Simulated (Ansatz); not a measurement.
**C₂H₄Br₂: up Jacob's ladder to CCSD(T)**

One table from this session's results is given with a row withheld; the runs are named, their logs left out.

The runs use Ansatz 0.2.0, Gaussian basis; functionals in def2-TZVPP, the program's frozen cores in correlated methods.

Plan: PBE-D4, r2SCAN-D4, PBE0-D4, B3LYP-D4, ωB97X-V, ωB97M-V, B2PLYP; CCSD(T)/def2-TZVPP; MP2/def2-QZVPP; extrapolation to the limit.

### Structure used throughout

An earlier PBE0-D4 in a triple-zeta def2 set relaxation fixed the geometry.

SMILES `BrCCBr`, 8 atoms, charge 0, spin multiplicity 1.

Atoms are counted from 1 here; the program's logs count them from 0.

Bond lengths: Br1–C2 1.938 Å, C2–C3 1.501 Å, C2–H5 1.090 Å, C2–H6 1.088 Å, C3–Br4 1.938 Å, C3–H7 1.088 Å, C3–H8 1.090 Å. Angles: Br1–C2–C3 112.9°, Br1–C2–H5 105.8°, Br1–C2–H6 106.6°, C3–C2–H5 109.6°, C3–C2–H6 112.0°, H5–C2–H6 109.6°, C2–C3–Br4 112.9°, C2–C3–H7 112.0°, C2–C3–H8 109.6°, Br4–C3–H7 106.6°, Br4–C3–H8 105.8°, H7–C3–H8 109.6°.

The first run:

in.yaml reads:

```yaml
crystal:
  periodic: [false, false, false]
  atoms:
    - {symbol: Br, position_ang: [-1.732900, 1.086113, -0.909371]}
    - {symbol: C, position_ang: [-0.161494, 0.730830, 0.167917]}
    - {symbol: C, position_ang: [0.450673, -0.609866, -0.115492]}
    - {symbol: Br, position_ang: [-0.657196, -2.085895, 0.476180]}
    - {symbol: H, position_ang: [0.551575, 1.518531, -0.077116]}
    - {symbol: H, position_ang: [-0.469051, 0.827929, 1.206784]}
    - {symbol: H, position_ang: [0.627967, -0.761415, -1.177970]}
    - {symbol: H, position_ang: [1.390435, -0.706226, 0.429069]}
basis:
  gaussian: {orbitals: def2-TZVPP}
hamiltonian: {xc: pbe, dispersion: d4}
output: {forces: true, orbitals: {seedname: orbitals}}
```

Started as:

```bash
$ ansatz run in.yaml --threads 2 --pin off --events-out ev --progress --plain --max-ram 32768MiB --backend cpu
```

Among the steps run: PBE-D4 (GGA); r2SCAN-D4 (meta-GGA); PBE0-D4 (hybrid); B3LYP-D4 (hybrid); ωB97X-V (range-separated); ωB97M-V (range-separated); B2PLYP (double hybrid); CCSD(T) in def2-TZVPP; MP2 in def2-QZVPP.

One of the session's tables, all rows but one given; the rest of the session is left out.

It belongs to the step «Atomisation energies». 

| method | atomisation energy (kJ/mol) |
| --- | --- |
| PBE-D4 | 2772.4 |
| r2SCAN-D4 | 2717.3 |
| PBE0-D4 | 2729.0 |
| B3LYP-D4 | 2691.1 |
| ωB97X-V | 2702.0 |
| ωB97M-V | ? |
| B2PLYP | 2667.4 |
| HF/def2-TZVPP | 1960.5 |
| MP2/def2-TZVPP | 2694.6 |
| CCSD/def2-TZVPP | 2597.6 |
| CCSD(T)/def2-TZVPP | 2643.5 |
| MP2/CBS | 2767.6 |
| CCSD(T)/CBS | 2716.5 |

Q: Estimate the row for ωB97M-V from the others.

The run gave: atomisation energy (kJ/mol): 2698.6. In the column «atomisation energy (kJ/mol)» it lies between MP2/def2-TZVPP (2694.6) and ωB97X-V (2702.0).

Limits of these values: Free atoms (2 Br, 2 C, 4 H) were run apart at each level; the atomisation energy is their sum less the molecule, without zero-point or spin-orbit terms.
